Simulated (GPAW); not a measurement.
Runs of GPAW 26.7.0 on TaVN2. The structure is tetragonal, space group P4/mmm (No. 123). The conventional cell has a = 3.050 Å, b = 3.050 Å, c = 4.296 Å, α = 90.00°, β = 90.00°, γ = 90.00°. Ta (site symmetry 4/mmm) has 6 N at 2.15 to 2.16 Å as nearest neighbours. V (site symmetry 4/mmm) is surrounded by 6 N at 2.15 to 2.16 Å. Around N (site symmetry 4/mmm) lie 2 V at 2.15 Å and 4 Ta at 2.16 Å. Around N (site symmetry 4/mmm) lie 2 Ta at 2.15 Å and 4 V at 2.16 Å. The cell comes from a database or a generator and needn't be the stable form of this composition.

```tsv
task	level	potentials or basis	k mesh	cutoff (eV)	smearing	maxiter	band path	band points	convergence	mesh quality	gap on the mesh (eV)	pressure (GPa)	moment (μB)	V0 of scaled cells (Å³/atom)	B0 (GPa)
equation of state	LDA	the program's PAW data sets (release 1.2.1) made for this functional, pw	6 × 6 × 4	800	fermi-dirac 0.05 eV	150	-	-	-	coarse	-	-	-	(b)	361
single point	PBE	GPAW PAW data sets (gpaw-data 1.2.1), pw	9 × 9 × 6	800	fermi-dirac 0.05 eV	150	-	-	-	not flagged	none	0.0	1.14	-	-
band structure	PBE	GPAW PAW data sets (gpaw-data 1.2.1), pw	6 × 6 × 4	800	fermi-dirac 0.05 eV	150	GXMGZRAZ,XR,MA	100	-	coarse	-	-0.1	1.15	-	-
band structure	r2SCAN	GPAW PAW data sets (gpaw-data 1.2.1), pw	6 × 6 × 4	800	fermi-dirac 0.05 eV	150	GXMGZRAZ,XR,MA	100	-	coarse	-	2.3	1.93	-	-
equation of state	PBE	GPAW PAW data sets (gpaw-data 1.2.1), pw	6 × 6 × 4	800	fermi-dirac 0.05 eV	150	-	-	-	coarse	-	-	-	10.01	301
single point	PBEsol	PAW data sets generated in the run's folder for this functional, pw	9 × 9 × 6	800	gaussian 0.05 eV	150	-	-	-	not flagged	none	-10.5	0.91	-	-
band structure	LDA	the program's PAW data sets (release 1.2.1) made for this functional, pw	6 × 6 × 4	800	fermi-dirac 0.05 eV	150	GXMGZRAZ,XR,MA	100	-	coarse	-	(a)	0.94	-	-
single point	LDA	the program's PAW data sets (release 1.2.1) made for this functional, pw	7 × 7 × 5	600	fermi-dirac 0.05 eV	120	-	-	default	not flagged	none	-27.4	(c)	-	-
single point	PBE	GPAW PAW data sets (gpaw-data 1.2.1), pw	9 × 9 × 6	800	gaussian 0.1 eV	150	-	-	-	not flagged	none	0.0	1.14	-	-
equation of state	PBE	GPAW PAW data sets (gpaw-data 1.2.1), pw	9 × 9 × 6	800	fermi-dirac 0.05 eV	150	-	-	-	not flagged	-	-	-	10.01	294
single point	PBEsol	PAW data sets generated in the run's folder for this functional, pw	9 × 9 × 6	800	fermi-dirac 0.05 eV	150	-	-	-	not flagged	none	-10.4	0.90	-	-
band structure	PBEsol	PAW data sets generated in the run's folder for this functional, pw	6 × 6 × 4	800	fermi-dirac 0.05 eV	150	GXMGZRAZ,XR,MA	100	-	coarse	-	-10.1	1.03	-	-
```

Alike in all rows: spin collinear, ferromagnetic start; cell as given.

Q: Estimate the missing entries.

A: (a) -19.1; (b) 9.43; (c) 0.00.

Caveats: some runs use coarse meshes; the cell was scaled at fixed shape and fractional positions, which overstates the stiffness of a crystal with free parameters, most of all of layers and chains (some runs); the PAW data sets were made with another functional, which shifts forces and pressure a little (some runs); the cutoff is short for stress and forces, so pressures can be off by a GPa or more (some runs); so large a pressure means that the cell lies far from this level's equilibrium, or that cutoff or potentials fall short (some runs).

A k mesh can miss the band edges, and the runs leave out spin-orbit coupling on Ta.

A gap of «none» marks a metal or a gap under the smearing width.

Not every run made on this cell is shown here.
